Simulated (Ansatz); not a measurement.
# C2H12O4Si3: the cost of one run

Program: Ansatz 0.2.0. Level of theory: RKS PBE0-D4/STO-3G. These are calculated values, not measurements.

## (1) The system as given

Bond lengths (14 of 20 bonds, heavy atoms first): Si1–O2 1.680 Å, O2–Si3 1.680 Å, Si1–O7 1.680 Å, O7–C8 1.420 Å, Si1–O12 1.679 Å, O12–C13 1.420 Å, Si1–O17 1.679 Å, O17–Si18 1.680 Å, Si3–H4 1.460 Å, Si3–H5 1.460 Å, Si3–H6 1.460 Å, C8–H9 1.110 Å, C8–H10 1.110 Å, C8–H11 1.110 Å. Angles (14 of 34 angles, heavy atoms first): Si1–O2–Si3 125.0°, O2–Si1–O7 109.4°, O2–Si1–O12 109.5°, O2–Si1–O17 109.5°, O7–Si1–O12 109.5°, O7–Si1–O17 109.5°, O12–Si1–O17 109.5°, Si1–O7–C8 125.0°, Si1–O12–C13 125.0°, Si1–O17–Si18 125.0°, O2–Si3–H4 109.5°, O2–Si3–H5 109.5°, O2–Si3–H6 109.5°, O7–C8–H9 109.5°.

The coordinates stand in the first input below.

## (2) Relaxing the start

input.yaml reads:

```yaml
crystal:
  periodic: [false, false, false]
  atoms:
    - { symbol: Si, position_ang: [0.0, 0.0, 0.0] }
    - { symbol: O, position_ang: [0.0, 0.0, 1.68] }
    - { symbol: Si, position_ang: [-1.3147, -0.4067, 2.6436] }
    - { symbol: H, position_ang: [-2.239, -1.2403, 1.8804] }
    - { symbol: H, position_ang: [-0.8506, -1.1432, 3.8157] }
    - { symbol: H, position_ang: [-1.9987, 0.8095, 3.0733] }
    - { symbol: O, position_ang: [1.5842, 0.0, -0.5594] }
    - { symbol: C, position_ang: [2.3503, -1.1632, -0.836] }
    - { symbol: H, position_ang: [1.7187, -1.9052, -1.3675] }
    - { symbol: H, position_ang: [3.2179, -0.8926, -1.4733] }
    - { symbol: H, position_ang: [2.7141, -1.6023, 0.1163] }
    - { symbol: O, position_ang: [-0.7913, 1.3709, -0.5594] }
    - { symbol: C, position_ang: [-2.1512, 1.4177, -0.9653] }
    - { symbol: H, position_ang: [-2.7687, 0.8215, -0.2614] }
    - { symbol: H, position_ang: [-2.5023, 2.4707, -0.9639] }
    - { symbol: H, position_ang: [-2.2473, 0.9975, -1.9882] }
    - { symbol: O, position_ang: [-0.7913, -1.3709, -0.5594] }
    - { symbol: Si, position_ang: [-1.673, -2.4329, 0.3983] }
    - { symbol: H, position_ang: [-1.2634, -2.287, 1.792] }
    - { symbol: H, position_ang: [-3.0964, -2.1323, 0.2761] }
    - { symbol: H, position_ang: [-1.4264, -3.8036, -0.0398] }
basis:
  gaussian: { orbitals: STO-3G }
hamiltonian:
  xc: pbe0
  dispersion: d4
relax:
  f_tol: 0.02
  max_steps: 40
```

Launch:

```console
$ ansatz run input.yaml --threads 1 --pin off --max-ram 2048MiB --backend cpu --events-out ev --progress --plain --runs-dir out
```

Q: Estimate wall time and peak memory on 1 thread of Arm Neoverse V1, shared host.

About 5.7 min, with a peak of 0.22 GiB.
